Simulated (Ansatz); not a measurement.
# AlH3OSi2 (SMILES O[Si]1=[SiH][AlH]1): single points off equilibrium

One table from this session's results is given with a row withheld; the runs are named, their logs left out.

The runs use Ansatz 0.2.0, Gaussian basis; single points in def2-TZVPP.

Correlated methods freeze the cores.

## The system as given

SMILES `O[Si]1=[SiH][AlH]1`, 7 atoms, charge 0, spin multiplicity 1.

Atoms are counted from 1 here; the program's logs count them from 0.

Bond lengths: O1–Si2 1.693 Å, O1–H5 0.937 Å, Si2–Si3 2.350 Å, Si2–Al4 2.454 Å, Si3–Al4 2.406 Å, Si3–H6 1.515 Å, Al4–H7 1.665 Å. Angles: Si2–O1–H5 124.7°, O1–Si2–Si3 125.5°, O1–Si2–Al4 134.1°, Si3–Si2–Al4 60.1°, Si2–Si3–Al4 62.1°, Si2–Si3–H6 139.6°, Al4–Si3–H6 133.3°, Si2–Al4–Si3 57.8°, Si2–Al4–H7 147.7°, Si3–Al4–H7 151.7°.

As a file:

```
atom    x (Å)    y (Å)    z (Å)
  O1  -2.0903   0.9321  -0.0347
 Si2  -0.9535  -0.3050  -0.2410
 Si3   0.7577  -0.8542   1.2727
 Al4   1.3786  -0.3737  -1.0011
  H5  -2.9414   0.9448  -0.4262
  H6   1.2993  -0.4044   2.6145
  H7   2.4959   0.0662  -2.1544
```

Set-up of the first run:

run/in.yaml

```yaml
crystal:
  periodic: [false, false, false]
  atoms:
    - {symbol: O, position_ang: [-2.090300, 0.932100, -0.034700]}
    - {symbol: Si, position_ang: [-0.953500, -0.305000, -0.241000]}
    - {symbol: Si, position_ang: [0.757700, -0.854200, 1.272700]}
    - {symbol: Al, position_ang: [1.378600, -0.373700, -1.001100]}
    - {symbol: H, position_ang: [-2.941400, 0.944800, -0.426200]}
    - {symbol: H, position_ang: [1.299300, -0.404400, 2.614500]}
    - {symbol: H, position_ang: [2.495900, 0.066200, -2.154400]}
basis:
  gaussian: {orbitals: def2-TZVPP}
correlation: {method: ccsd_t}
output: {forces: true}
```

The run is started by

```sh
$ ansatz run in.yaml --threads 8 --pin off --events-out ev --progress --plain --max-ram 10444MiB
```

Among the steps run: CCSD(T)/def2-TZVPP; PBE0-D4/def2-TZVPP; wB97M-V/def2-TZVPP; r2SCAN-D4/def2-TZVPP; PBE-D4/def2-TZVPP; LC-wPBE/def2-TZVPP; r2SCAN0-D4/def2-TZVPP.

One of the session's tables, all rows but one given; the rest of the session is left out.

| method | RMS force component (eV/Å) | angle to CCSD(T) forces (°) | dipole (D) |
| --- | --- | --- | --- |
| CCSD(T) | 0.676 | reference | 1.35 |
| PBE0-D4 | 0.733 | 9.5 | 1.36 |
| wB97M-V | ? | ? | ? |
| r2SCAN-D4 | 0.734 | 8.8 | 1.43 |
| PBE-D4 | 0.739 | 15.4 | 1.44 |
| LC-wPBE | 0.865 | 17.7 | 1.35 |
| r2SCAN0-D4 | 0.751 | 14.1 | 1.38 |

Q: Estimate the row for wB97M-V from the others.

As computed: RMS force component (eV/Å): 0.745; angle to CCSD(T) forces (°): 8.7; dipole (D): 1.42. In the column «RMS force component (eV/Å)» it lies between PBE-D4 (0.739) and r2SCAN0-D4 (0.751).

Limits of these values: The reference is not at the basis limit: in triple zeta CCSD(T) underbinds, which counts against methods that bind more; the gaps are no ranking.
